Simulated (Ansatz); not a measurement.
**C2H6FNSi: one species, many methods**

Aim: compute C2H6FNSi with functionals from several rungs and with coupled cluster, and see how far each lands from CCSD(T) at the basis-set limit for the atomisation energy.

Method: functionals in def2-TZVPP, the program's frozen cores in correlated methods; program: Ansatz 0.2.0, Gaussian basis.

The runs, in order: LDA (SPW92), PBE-D4, revPBE-D4, BLYP-D4, r2SCAN-D4, B97M-V, PBE0-D4, B3LYP-D4, r2SCANh-D4, r2SCAN0-D4, HSE06-D4, BHLYP-D4, CAM-B3LYP-D4, LC-ωPBE, ωB97X-V, ωB97M-V, B2PLYP, PBE-QIDH; CCSD(T)/def2-SVP; CCSD(T)/def2-TZVPP; MP2/def2-QZVPP; extrapolation to the limit; RPA on PBE.

### Step 1. The geometry

The geometry comes from an earlier relaxation with PBE0-D4 in a triple-zeta def2 set; it is a stationary point, not always the lowest conformer.

SMILES `C[SiH2]/N=C/F`, 11 atoms, charge 0, spin multiplicity 1.

Atoms are counted from 1 here; the program's logs count them from 0.

Bond lengths: C1–Si2 1.859 Å, C1–H6 1.093 Å, C1–H7 1.092 Å, C1–H8 1.092 Å, Si2–N3 1.741 Å, Si2–H9 1.495 Å, Si2–H10 1.485 Å, N3–C4 1.234 Å, C4–F5 1.338 Å, C4–H11 1.095 Å. Angles: Si2–C1–H6 110.5°, Si2–C1–H7 110.9°, Si2–C1–H8 110.5°, H6–C1–H7 108.2°, H6–C1–H8 108.4°, H7–C1–H8 108.3°, C1–Si2–N3 108.8°, C1–Si2–H9 110.6°, C1–Si2–H10 111.2°, N3–Si2–H9 110.7°, N3–Si2–H10 106.9°, H9–Si2–H10 108.6°, Si2–N3–C4 125.4°, N3–C4–F5 121.4°, N3–C4–H11 129.6°, F5–C4–H11 109.0°.

### Step 2. LDA

This LDA is Slater exchange with PW92 correlation.

Contents of in.yaml:

```yaml
crystal:
  periodic: [false, false, false]
  atoms:
    - {symbol: C, position_ang: [-1.142401, 0.799730, 1.159465]}
    - {symbol: Si, position_ang: [0.281441, 0.719789, -0.032731]}
    - {symbol: N, position_ang: [0.056009, -0.648544, -1.084653]}
    - {symbol: C, position_ang: [0.853453, -1.578593, -1.228917]}
    - {symbol: F, position_ang: [0.593948, -2.598520, -2.055388]}
    - {symbol: H, position_ang: [-1.051985, 1.676329, 1.805703]}
    - {symbol: H, position_ang: [-1.170189, -0.089768, 1.792820]}
    - {symbol: H, position_ang: [-2.089446, 0.865398, 0.619779]}
    - {symbol: H, position_ang: [1.578671, 0.611665, 0.702258]}
    - {symbol: H, position_ang: [0.326347, 1.925438, -0.897978]}
    - {symbol: H, position_ang: [1.829649, -1.739921, -0.759957]}
basis:
  gaussian: {orbitals: def2-TZVPP}
hamiltonian: {xc: lda}
output: {orbitals: {seedname: orbitals}}
```

On the command line:

```
ansatz run in.yaml --threads 4 --pin off --events-out ev --progress --plain --max-ram 10444MiB
```

The runs that follow: PBE-D4 (GGA); revPBE-D4 (GGA); BLYP-D4 (GGA); r2SCAN-D4 (meta-GGA); B97M-V (meta-GGA); PBE0-D4 (hybrid); B3LYP-D4 (hybrid); r2SCANh-D4 (hybrid); r2SCAN0-D4 (hybrid); HSE06-D4 (hybrid); BHLYP-D4 (hybrid); CAM-B3LYP-D4 (range-separated); LC-ωPBE (range-separated); ωB97X-V (range-separated); ωB97M-V (range-separated); B2PLYP (double hybrid); PBE-QIDH (double hybrid); CCSD(T) in def2-SVP; CCSD(T) in def2-TZVPP; MP2 in def2-QZVPP; RPA on PBE orbitals.

**Question.** What will the summary of the whole plan be? Wanted: atomisation energy, CCSD(T)/CBS; farthest beyond LDA; mean size of error, GGA; mean size of error, meta-GGA; mean size of error, hybrid; mean size of error, range-separated; mean size of error, double hybrid; gap, smallest and largest; T1 diagnostic.

As calculated:

| quantity | value |
| --- | --- |
| atomisation energy, CCSD(T)/CBS | 4122.5 kJ/mol |
| functionals within 20.6 kJ/mol (0.5 %) | revPBE-D4, r2SCAN-D4, B97M-V, PBE0-D4, B3LYP-D4, r2SCANh-D4, HSE06-D4, LC-ωPBE |
| farthest beyond LDA | BHLYP-D4 (-116.8 kJ/mol) |
| mean size of error, GGA | 42.3 kJ/mol |
| mean size of error, meta-GGA | 14.2 kJ/mol |
| mean size of error, hybrid | 39.6 kJ/mol |
| mean size of error, range-separated | 22.0 kJ/mol |
| mean size of error, double hybrid | 31.0 kJ/mol |
| gap, smallest and largest | 4.91 eV (LDA (SPW92)), 12.78 eV (LC-ωPBE) |
| T1 diagnostic | 0.0128 |
| triples share of the correlation energy | 3.8 % |

In words: The LDA atomisation energy is off by 612.3 kJ/mol (15 %): it overbinds. PBE-D4 misses by +98.7 kJ/mol. Double hybrids carry the basis error of their MP2 part in triple zeta, and no dispersion term here, so their miss is partly the set-up's. Taken by rung, meta-GGA functionals do best (14.2 kJ/mol on average) and GGA ones worst beyond LDA (42.3 kJ/mol). The gap between the best rungs is small, so their order is not settled. The reference freezes the cores and leaves out relativity and excitations past (T), so misses under about 20.6 kJ/mol can't be ranked. Hartree-Fock recovers 72 % of the binding; the rest is correlation. CCSD(T) in def2-SVP is off by -244.0 kJ/mol, which most functionals beat. Orbital gaps span 4.9 to 12.8 eV; exact exchange widens them.
